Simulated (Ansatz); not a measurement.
The system is IrRu.

```
Ir Ru
1.0
     1.34814    0.77835    4.42578
    -1.34814    0.77835    4.42578
     0.00000   -1.55670    4.42578
Ir Ru
1 1
Direct
  0.00000 0.00000 0.00000
  0.50000 0.50000 0.50000
```

The cell comes from a database or a generator and needn't be the stable form of this composition.

| Property | Result |
| --- | --- |
| Program | Ansatz 0.2.0 |
| Task | relaxation of cell and atoms |
| Functional | PBE |
| Potentials or basis | Ansatz PAW |
| Cutoff | 420 eV (not typed: the program's choice for these potentials) |
| k mesh | 11 × 11 × 11 |
| Occupations | fermi-dirac, width 0.05 eV |
| Spin | no spin polarisation |

At the start: volume 13.93 Å³/atom.

Problem. Where does the relaxation end?

Solution. It ends after 5 steps and the volume is 14.14 Å³/atom (+1.5 %); space group R-3m (No. 166, to 0.05 Å).

The path:
```csv
step,energy change (eV),largest force (eV/Å),volume (Å³)
1,0.0000,0.0000,27.86
2,-0.0066,0.0000,28.29
3,-0.0066,0.0000,28.28
4,-0.0067,0.0000,28.28
5,-0.0068,0.0000,28.28
```

Final structure:
```
CELL_PARAMETERS angstrom
1.35657 0.78321 4.43541
-1.35657 0.78321 4.43541
0.00000 -1.56643 4.43541
ATOMIC_POSITIONS crystal
Ir 0.00000 0.00000 0.00000
Ru 0.50000 0.50000 0.50000
```

Caveat: the plane-wave basis is chosen anew once the cell has moved, so the energies of steps on either side of that aren't comparable.
